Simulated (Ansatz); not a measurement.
# Be (diamond type): how the settings move a single-point run

Question: which choices in the input matter for Be (diamond type)?

Program: Ansatz 0.2.0. Level of theory: reference: DFT, LDA, all-electron LAPW, scalar-relativistic. These are calculated values, not measurements.

2 further runs of the same task are left out: 2 set aside as unsound or not needed. Runs told in other sessions of the task aren't counted.

## Step 1: The starting structure

Symmetry: Fd-3m, No. 227, cubic system. Conventional cell: a = 3.555 Å, b = 3.555 Å, c = 3.555 Å, α = 90.00°, β = 90.00°, γ = 90.00°. Around Be (site symmetry -43m) lie 4 Be at 1.54 Å.

Structure file:

```
CELL_PARAMETERS angstrom
0.00000 1.77734 1.77734
1.77734 0.00000 1.77734
1.77734 1.77734 0.00000
ATOMIC_POSITIONS crystal
Be 0.87500 0.87500 0.87500
Be 0.12500 0.12500 0.12500
```

## Step 2: Reference

Input file input.yaml:

```yaml
crystal:
  lattice:
    - [0.0, 1.7773385516, 1.7773385516]
    - [1.7773385516, 0.0, 1.7773385516]
    - [1.7773385516, 1.7773385516, 0.0]
  atoms:
    - { symbol: Be, position: [-0.125, -0.125, -0.125] }
    - { symbol: Be, position: [0.125, 0.125, 0.125] }
kpoints:
  mp_grid: { grid: [15, 15, 15] }
  band_path:
    path:
      - [0.0, 0.0, 0.0]
      - [0.5, 0.0, 0.5]
      - [0.625, 0.25, 0.625]
      - [0.375, 0.375, 0.75]
      - [0.0, 0.0, 0.0]
      - [0.5, 0.5, 0.5]
      - [0.5, 0.25, 0.75]
      - [0.5, 0.0, 0.5]
    npoints: 8
scf:
  occupations: { method: fermi_dirac, width: 0.08 }
hamiltonian:
  xc: lda
  pseudopotentials: { kind: all_electron, lapw: { basis_error: 0.001 } }
output:
  forces: true
  stress: true
  eigenvalues: true
  populations: true
  dos: { projected: true, de: 0.2, e_range: [-14, 8] }
```

On the command line:

```bash
ansatz run input.yaml --threads 1 --pin off --max-ram 2048MiB --backend cpu --events-out ev --progress --plain --runs-dir out
```

## Step 3: Changed: occupations.method tetrahedron_uncorrected, width left out

input.yaml: that of step 2 with these lines changed.

```diff
@@ -22,3 +22,3 @@
 scf:
-  occupations: { method: fermi_dirac, width: 0.08 }
+  occupations: { method: tetrahedron_uncorrected }
 hamiltonian:
@@ -31,2 +31 @@
   populations: true
-  dos: { projected: true, de: 0.2, e_range: [-14, 8] }
```

**Question.** What will these runs give? Wanted: for each run, ending; energy change; pressure; gap; force.

The runs gave:

```
                                                          run     ending         energy change  pressure (GPa)  gap (eV)  force (eV/Å)  cycles   time
                                                    reference  converged                     0           195.1      0.00          0.00       4  4.5 s
1: occupations.method tetrahedron_uncorrected, width left out  converged  +36.3 meV/atom (σ→0)           194.5      0.00          0.00       4  3.8 s
```

Times don't compare one to one where runs were asked for different outputs or read a saved state (see the inputs); cycles may leave out searches for a lower state.

Residual by cycle in the longest SCF loop of each run; runs are numbered as in the table. The quantity is the density residual dr2, in eV.

```
cycle  reference   run 1
    1      0.182   0.181
    2      0.033  0.0329
    3     8.9e-6  8.6e-6
    4     5.7e-8  5.9e-8
```

**Reading.** Changing the smearing moves the energy by +36.3 meV/atom (σ→0 values), and the pressure goes from 195.1 to 194.5 GPa. The structure is not at rest: the sound run finds 195 GPa, so these are no properties of the relaxed crystal. 
